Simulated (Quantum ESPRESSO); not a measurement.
Crystal: BiTe.

```xyz
2
Lattice="2.4227 1.3988 3.3173 -2.4227 1.3988 3.3173 0.0000 -2.7975 3.3173" Properties=species:S:1:pos:R:3 pbc="T T T"
Bi    0.0000    0.0000    4.9759
Te    0.0000    0.0000    0.0000
```

The cell comes from a database or a generator and needn't be the stable form of this composition.

```yaml
Program: Quantum ESPRESSO 7.5
Task: single point
Functional: PBEsol
Potentials_or_basis: PseudoDojo 0.4.1 SR PBEsol standard
Cutoff: 1088 eV
Density_cutoff: 4354 eV
k_mesh: 7 × 7 × 7
Occupations: fermi-dirac, width 0.05 eV
Spin: no spin polarisation
```

On this cell: pressure -2.3 GPa; largest force under 0.003 eV/Å; band gap on the k mesh none (metal or under the smearing width).

The same run follows on a disturbed copy (atoms moved at random, drawn with an rms of 0.05 Å):

```
Bi Te
1.0
     2.42271    1.39875    3.31729
    -2.42271    1.39875    3.31729
     0.00000   -2.79750    3.31729
Bi Te
1 1
Direct
  0.50449 0.49986 0.49761
  0.99451 0.00737 0.00473
```

**Question.** What changes?

**Answer.** The energy (extrapolated to zero smearing) moves by +1.0 meV/atom; pressure -2.2 GPa; largest force 0.087 eV/Å; band gap on the k mesh none (metal or under the smearing width).

Forces in eV/Å, atoms in the order of the input:
```
Bi  -0.075 -0.042  0.012
Te   0.075  0.042 -0.012
```

Stress tensor (GPa, compression positive):
```
-2.25  0.02 -0.02
 0.02 -2.27 -0.01
-0.02 -0.01 -2.14
```

Caveats: spin-orbit coupling is left out, which moves the levels of the heavy elements.
